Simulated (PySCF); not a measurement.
# HoO(OH): from a template to the relaxed complex

What shape and bonds does HoO(OH) have? It is relaxed from a template within its point group. The species was built from a template and needn't be a known compound.

The runs use PySCF 2.14.0; PBE0, Ho lcecp-1-SVP with ECP56, O def2-SVP, H def2-SVP; scalar-relativistic core potentials, no spin–orbit coupling.

1 further run of the same task is left out (for a known fault of the program).

## 1. Where the work starts

4 atoms, charge 0, spin multiplicity 1.

Bond lengths: Ho1–O2 1.802 Å, Ho1–O3 2.143 Å, O3–H4 0.966 Å. Angles: O2–Ho1–O3 131.8°, Ho1–O3–H4 158.8°.

As a file:

```
Ho    0.0000    0.0000    0.0000
O     1.6447    0.0000    0.7361
O    -1.9559    0.0000    0.8753
H    -2.9155    0.0906    0.9344
```

Formal oxidation states: Ho +3. Each metal's 10 4f electrons lie in its core potential, so multiplicities, spins and levels count the valence alone.

## 2. SCF at the start, singlet

File run.py (the lines that set the calculation):

```python
mol = gto.M(atom='''
Ho     0.00000     0.00000     0.00000
O      1.64470     0.00000     0.73610
O     -1.95590     0.00000     0.87530
H     -2.91550     0.09060     0.93440''',
    basis={'Ho': 'lcecp-1-SVP', 'O': 'def2-SVP', 'H': 'def2-SVP'},
    ecp={'Ho': 'lcecp-1-SVP'},
    charge=0, spin=0)
mf = dft.RKS(mol, xc='PBE0')
mf.grids.atom_grid = (50, 194)  # f atoms: unpruned, at least (60, 302)
mf = mf.density_fit()  # fitting sets: Ho AutoAux, O def2-universal-JKFIT, H def2-universal-JKFIT
mf.conv_tol = 1e-08; mf.max_cycle = 55
mf.kernel(dm0)  # dm0: free metal ions and neutral atoms
```

Command:

```bash
> OMP_NUM_THREADS=2 python run.py
```

The log of the run:

```text
init E= -193.044163195389
  HOMO = -0.193115641961156  LUMO = -0.121850864889844  gap/eV = 1.93921
cycle= 1 E= -188.397522420689  delta_E= 4.65  |g|= 0.621  |ddm|= 2.65
  HOMO = -0.225209146883449  LUMO = -0.0755886058237785  gap/eV = 4.07138
cycle= 2 E= -188.325874215103  delta_E= 0.0716  |g|= 0.868  |ddm|= 0.961
  HOMO = -0.212666533448121  LUMO = -0.0808641509915269  gap/eV = 3.58653
cycle= 3 E= -188.472063849865  delta_E= -0.146  |g|= 0.0891  |ddm|= 0.588
  HOMO = -0.230390041050777  LUMO = -0.0822327618015919  gap/eV = 4.03156
cycle= 4 E= -188.4725364161  delta_E= -0.000473  |g|= 0.0754  |ddm|= 0.116
  HOMO = -0.223306698962411  LUMO = -0.0828021979036002  gap/eV = 3.82332
cycle= 5 E= -188.473605746931  delta_E= -0.00107  |g|= 0.0245  |ddm|= 0.0677
  HOMO = -0.224839512933482  LUMO = -0.0822719996227477  gap/eV = 3.87946
cycle= 6 E= -188.473730496782  delta_E= -0.000125  |g|= 0.00271  |ddm|= 0.0209
  HOMO = -0.224916065425932  LUMO = -0.0823634691083548  gap/eV = 3.87905
cycle= 7 E= -188.473732472975  delta_E= -1.98e-06  |g|= 0.000286  |ddm|= 0.00319
  HOMO = -0.224894730731664  LUMO = -0.0823625109494728  gap/eV = 3.87850
cycle= 8 E= -188.473732515243  delta_E= -4.23e-08  |g|= 9.56e-05  |ddm|= 0.000805
  HOMO = -0.224898333524561  LUMO = -0.0823565352080387  gap/eV = 3.87876
cycle= 9 E= -188.473732521657  delta_E= -6.41e-09  |g|= 1.66e-05  |ddm|= 0.000394
  HOMO = -0.22489911076953  LUMO = -0.0823590577359887  gap/eV = 3.87871
Extra cycle  E= -188.473732521945  delta_E= -2.88e-10  |g|= 1.58e-05  |ddm|= 8.59e-05
converged SCF energy = -188.473732521945
```

Run time: 2.1 s. Hardware: 2 threads of AMD EPYC 7B13 (Zen 3), shared host; peak memory 0.35 GiB.

It gives: E = -188.473733 Eh, HOMO -6.12 eV, LUMO -2.24 eV, Mulliken charge on Ho1 +0.85 e. 

## 3. Relaxation, singlet

No symmetry is imposed.

File run.py (the lines that set the calculation):

```python
mol = gto.M(atom='''
Ho     0.03999    -0.00046    -0.13498
O      1.68469    -0.00046     0.60112
O     -1.91591    -0.00046     0.74032
H     -2.87551     0.09014     0.79942''',
    basis={'Ho': 'lcecp-1-SVP', 'O': 'def2-SVP', 'H': 'def2-SVP'},
    ecp={'Ho': 'lcecp-1-SVP'},
    charge=0, spin=0)
mf = dft.RKS(mol, xc='PBE0')
mf.grids.atom_grid = (50, 194)  # f atoms: unpruned, at least (60, 302)
mf = mf.density_fit()  # fitting sets: Ho AutoAux, O def2-universal-JKFIT, H def2-universal-JKFIT
mf.conv_tol = 1e-08; mf.max_cycle = 55
mf.kernel(dm0)  # dm0: an SCF of this state at this start
# quasi-Newton relaxation in Cartesian coordinates to a largest gradient under 0.00045 Eh/bohr, steps kept in the point group
```

Command:

```bash
> OMP_NUM_THREADS=2 python run.py
```

No log is kept here; the results follow.

It took 31 s on 2 threads of AMD EPYC 7B13 (Zen 3), shared host.

The steps of the relaxation:

```csv
step,energy from step 1 (eV),largest force component (eV/Å)
1,0.0000,1.8900
2,-0.0976,0.5386
3,-0.1815,1.2056
4,-0.1981,1.2900
5,-0.2507,0.6014
6,-0.2840,1.1426
7,-0.3076,0.8123
8,-0.3224,0.4497
9,-0.3363,1.0448
10,-0.3647,0.3477
11,-0.3745,0.3917
12,-0.3768,0.1195
13,-0.3777,0.1033
14,-0.3782,0.0706
15,-0.3789,0.0587
16,-0.3792,0.0354
17,-0.3792,0.0065
```

Distances of close pairs at the start and the end, largest changes first:

```csv
bond,before (Å),after (Å),change (Å)
Ho1–O3,2.143,2.046,-0.097
Ho1–O2,1.802,1.826,+0.024
O3–H4,0.966,0.960,-0.006
```

It ends in Cs at E = -188.487669 Eh.

```xyz
4
HHoO2
Ho   -0.0159   -0.0425   -0.4135
O     1.2392    0.0303    0.9113
O    -1.9199    0.0233    0.3312
H    -2.3702    0.0776    1.1770
```

## 4. The relaxed geometry turned into its symmetry frame

File run.py (the lines that set the calculation):

```python
mol = gto.M(atom='''
Ho     0.06443    -0.01114    -0.17538
O      1.31952     0.05781     1.14965
O     -1.83963     0.05042     0.56956
H     -2.28987     0.10536     1.41534''',
    basis={'Ho': 'lcecp-1-SVP', 'O': 'def2-SVP', 'H': 'def2-SVP'},
    ecp={'Ho': 'lcecp-1-SVP'},
    charge=0, spin=0)
mf = dft.RKS(mol, xc='PBE0')
mf.grids.atom_grid = (50, 194)  # f atoms: unpruned, at least (60, 302)
mf = mf.density_fit()  # fitting sets: Ho AutoAux, O def2-universal-JKFIT, H def2-universal-JKFIT
mf.conv_tol = 1e-08; mf.max_cycle = 55
mf.kernel(dm0)  # dm0: free metal ions and neutral atoms
```

Command:

```bash
> OMP_NUM_THREADS=2 python run.py
```

The log of the run:

```text
init E= -193.070200322492
  HOMO = -0.214470238140664  LUMO = -0.11940384312539  gap/eV = 2.58689
cycle= 1 E= -188.390164150463  delta_E= 4.68  |g|= 0.698  |ddm|= 2.66
  HOMO = -0.238410477863055  LUMO = -0.0654741573876159  gap/eV = 4.70584
cycle= 2 E= -188.27749362857  delta_E= 0.113  |g|= 1.03  |ddm|= 1.17
  HOMO = -0.206259341030607  LUMO = -0.0766695140842018  gap/eV = 3.52632
cycle= 3 E= -188.481224325729  delta_E= -0.204  |g|= 0.166  |ddm|= 0.745
  HOMO = -0.245731987604231  LUMO = -0.0769608621227889  gap/eV = 4.59250
cycle= 4 E= -188.480494704967  delta_E= 0.00073  |g|= 0.186  |ddm|= 0.262
  HOMO = -0.231166335562087  LUMO = -0.0792647655156102  gap/eV = 4.13345
cycle= 5 E= -188.487633617718  delta_E= -0.00714  |g|= 0.0121  |ddm|= 0.134
  HOMO = -0.230901394217107  LUMO = -0.0783487441127946  gap/eV = 4.15117
cycle= 6 E= -188.487665493322  delta_E= -3.19e-05  |g|= 0.00311  |ddm|= 0.0159
  HOMO = -0.23092064230725  LUMO = -0.0785062823839091  gap/eV = 4.14741
cycle= 7 E= -188.48766822966  delta_E= -2.74e-06  |g|= 0.00039  |ddm|= 0.00401
  HOMO = -0.230878871991899  LUMO = -0.0784884517851232  gap/eV = 4.14675
cycle= 8 E= -188.487668305635  delta_E= -7.6e-08  |g|= 0.000106  |ddm|= 0.000997
  HOMO = -0.230884714102469  LUMO = -0.0784783638017466  gap/eV = 4.14719
cycle= 9 E= -188.487668315603  delta_E= -9.97e-09  |g|= 3.29e-05  |ddm|= 0.000496
  HOMO = -0.230879857650593  LUMO = -0.0784822912247236  gap/eV = 4.14695
Extra cycle  E= -188.487668315522  delta_E= 8.03e-11  |g|= 5.75e-05  |ddm|= 0.00011
converged SCF energy = -188.487668315522
```

Run time: 0.6 s. Hardware: 2 threads of AMD EPYC 7B13 (Zen 3), shared host.

Result: E = -188.487668 Eh, HOMO -6.28 eV, LUMO -2.14 eV, Mulliken charge on Ho1 +0.79 e. 

## 5. Frequencies and infrared intensities

run.py (the lines that set the calculation), as its differences from that of step 4:

```diff
@@ -11,3 +11,4 @@
 mf = mf.density_fit()  # fitting sets: Ho AutoAux, O def2-universal-JKFIT, H def2-universal-JKFIT
-mf.conv_tol = 1e-08; mf.max_cycle = 55
-mf.kernel(dm0)  # dm0: free metal ions and neutral atoms
+mf.conv_tol = 1e-10; mf.max_cycle = 55
+mf.kernel(dm0)  # dm0: the density of the relaxed state
+# Hessian and dipole derivatives by central differences of gradients, 0.02 bohr
```

Command:

```bash
> OMP_NUM_THREADS=2 python run.py
```

The driver keeps no SCF log for this step, only its results.

Wall time 29 s (2 threads of AMD EPYC 7B13 (Zen 3), shared host).

Point group Cs; negative numbers are unstable modes, and those under 60 cm⁻¹ are near the numerical noise:

```csv
cm⁻¹,km/mol,symmetry
155,35.2,a'
428,146.3,a'
508,154.8,a''
593,96.9,a'
823,162.8,a'
3964,102.6,a'
```

## 6. Charges, bond orders and levels

File run.py (the lines that set the calculation):

```python
mol = gto.M(atom='''
Ho    -0.01589    -0.04248    -0.41352
O      1.23924     0.03032     0.91128
O     -1.91992     0.02334     0.33116
H     -2.37016     0.07758     1.17698''',
    basis={'Ho': 'lcecp-1-SVP', 'O': 'def2-SVP', 'H': 'def2-SVP'},
    ecp={'Ho': 'lcecp-1-SVP'},
    charge=0, spin=0)
mf = dft.RKS(mol, xc='PBE0')
mf.grids.atom_grid = (75, 302)  # f atoms: unpruned, at least (60, 302)
mf = mf.density_fit()  # fitting sets: Ho AutoAux, O def2-universal-JKFIT, H def2-universal-JKFIT
mf.conv_tol = 1e-09; mf.max_cycle = 55
mf.kernel(dm0)  # dm0: the density of the relaxed state
```

Command:

```bash
> OMP_NUM_THREADS=2 python run.py
```

The log of the run:

```text
init E= -188.487669556995
  HOMO = -0.230884017682558  LUMO = -0.078480205550683  gap/eV = 4.14712
cycle= 1 E= -188.487669557205  delta_E= -2.1e-10  |g|= 1.1e-05  |ddm|= 5.94e-05
  HOMO = -0.230879750048828  LUMO = -0.078480395773358  gap/eV = 4.14700
Extra cycle  E= -188.487669557041  delta_E= 1.64e-10  |g|= 3.01e-05  |ddm|= 3.13e-05
converged SCF energy = -188.487669557041
```

Run time: 4.4 s. Hardware: 2 threads of AMD EPYC 7B13 (Zen 3), shared host.

It gives: E = -188.487670 Eh, HOMO -6.28 eV, LUMO -2.14 eV, Mulliken charge on Ho1 +0.79 e, largest force component 0.009 eV/Å. 

Löwdin charges:

```csv
atom,value (e)
Ho1,0.60
O2,-0.39
O3,-0.29
H4,0.08
```

Mulliken charges: Ho1 +0.79, O2 -0.46, O3 -0.52, H4 +0.19 e.

Contacts (the nearest donor of each ligand) and Mayer bond orders:

```csv
contact,distance (Å),bond order
Ho1–O2 (O),1.826,2.30
Ho1–O3 (OH),2.046,1.11
```

Mulliken populations of Ho1 outside the core potential: s 2.17, p 6.27, d 1.69, f 0.08.

The fields below are evaluated on a grid from the run's orbitals.

Frontier orbitals at PBE0, with the share of their density that lies nearest to each atom:

```csv
orbital,energy (eV),lies on
HOMO-1,-6.56,O2 87 %; Ho1 11 %
HOMO,-6.28,O2 79 %; Ho1 14 %
LUMO,-2.14,"Ho1 84 %; O2, O3 about 8 % each"
```

ELF in a plane through or near 4 of the atoms.

Values, 10 rows by 14 columns:
```
0.00 0.00 0.00 0.00 0.00 0.00 0.00 0.00 0.00 0.00 0.00 0.00 0.00 0.00
0.00 0.00 0.00 0.01 0.03 0.01 0.00 0.00 0.00 0.00 0.00 0.00 0.00 0.00
0.00 0.00 0.09 0.35 0.44 0.27 0.04 0.01 0.00 0.03 0.03 0.00 0.00 0.00
0.00 0.06 0.37 0.80 0.86 0.69 0.19 0.03 0.18 0.77 0.79 0.09 0.00 0.00
0.00 0.11 0.49 0.84 0.26 0.67 0.10 0.30 0.67 0.95 0.88 0.15 0.00 0.00
0.00 0.05 0.37 0.68 0.54 0.65 0.76 0.29 0.58 0.50 0.46 0.03 0.00 0.00
0.00 0.01 0.09 0.12 0.41 0.39 0.61 0.34 0.73 0.86 0.55 0.04 0.00 0.00
0.00 0.00 0.01 0.02 0.28 0.72 0.79 0.33 0.14 0.37 0.23 0.00 0.00 0.00
0.00 0.00 0.00 0.00 0.02 0.13 0.29 0.19 0.02 0.01 0.00 0.00 0.00 0.00
0.00 0.00 0.00 0.00 0.01 0.05 0.07 0.02 0.00 0.00 0.00 0.00 0.00 0.00
```
The map spans 9.1 Å across and 6.9 Å up, centred on the molecule. Atoms in the plane (x, y in Å): Ho1 (-0.8, -0.8), O2 (-2.0, 0.6), O3 (1.1, -0.3), H4 (1.7, 0.5).

log10 of the density (e/Å³) in the same plane.

Values, 10 rows by 14 columns:
```
-4.0 -4.0 -4.0 -4.0 -4.0 -3.9 -4.0 -4.0 -4.0 -4.0 -4.0 -4.0 -4.0 -4.0
-4.0 -4.0 -3.5 -2.8 -2.6 -2.9 -3.2 -3.4 -3.8 -4.0 -4.0 -4.0 -4.0 -4.0
-4.0 -3.2 -2.3 -1.5 -1.2 -1.5 -2.3 -2.7 -2.8 -2.6 -2.9 -3.7 -4.0 -4.0
-3.7 -2.4 -1.4 -0.2  0.2 -0.5 -1.4 -1.8 -1.4 -1.1 -1.5 -2.6 -3.7 -4.0
-3.4 -2.1 -1.1  0.3  0.9  0.0 -0.9 -0.9 -0.1  0.2 -0.6 -2.1 -3.4 -4.0
-3.4 -2.4 -1.4 -0.5 -0.1  0.3  0.3 -0.2  1.0  0.7 -0.6 -2.2 -3.5 -4.0
-3.5 -2.8 -2.1 -1.2 -0.3  0.2  0.3 -0.2  0.1  0.0 -1.1 -2.4 -3.7 -4.0
-3.8 -3.2 -2.7 -1.9 -0.9  0.0  0.0 -0.7 -1.2 -1.3 -1.9 -3.1 -4.0 -4.0
-4.0 -3.7 -3.3 -2.6 -2.0 -1.4 -1.3 -1.6 -2.2 -2.6 -3.1 -3.8 -4.0 -4.0
-4.0 -4.0 -3.9 -3.3 -2.8 -2.4 -2.3 -2.5 -3.0 -3.4 -3.8 -4.0 -4.0 -4.0
```
The map spans 9.1 Å across and 6.9 Å up, centred on the molecule. Atoms in the plane (x, y in Å): Ho1 (-0.8, -0.8), O2 (-2.0, 0.6), O3 (1.1, -0.3), H4 (1.7, 0.5).

On the surface of density 0.002 e/bohr³ the electrostatic potential runs, from the 1st to the 99th percentile, from -3.14 V near O2 to 5.76 V near Ho1.

## 7. Summary of results

```
                                              quantity                            value
                                 state and point group       singlet in the valence, Cs
                                                 modes  155 to 3964 cm⁻¹, none unstable
strongest infrared band (modes within 1.5 cm⁻¹ summed)            823 cm⁻¹ (163 km/mol)
                                     zero-point energy                         0.401 eV
                               ideal gas, 298 K, 1 bar   S = 309.8, Cp = 59.2 J/(mol K)
                                 metal–ligand contacts                   1.83 to 2.05 Å
                                       frontier levels     HOMO -6.28 eV, LUMO -2.14 eV
                                                dipole                           6.17 D
                                   mean polarisability                           5.4 Å³
```

In words: All modes are real, so the structure is a minimum. The metal carries +0.60 e by Löwdin's partition against a formal +3, and bond orders to the nearest donors reach 2.30. Both measures hang on the basis. One start shape was tried, so another isomer may lie lower. These are double-zeta-type bases without diffuse functions. Spin–orbit coupling is left out.
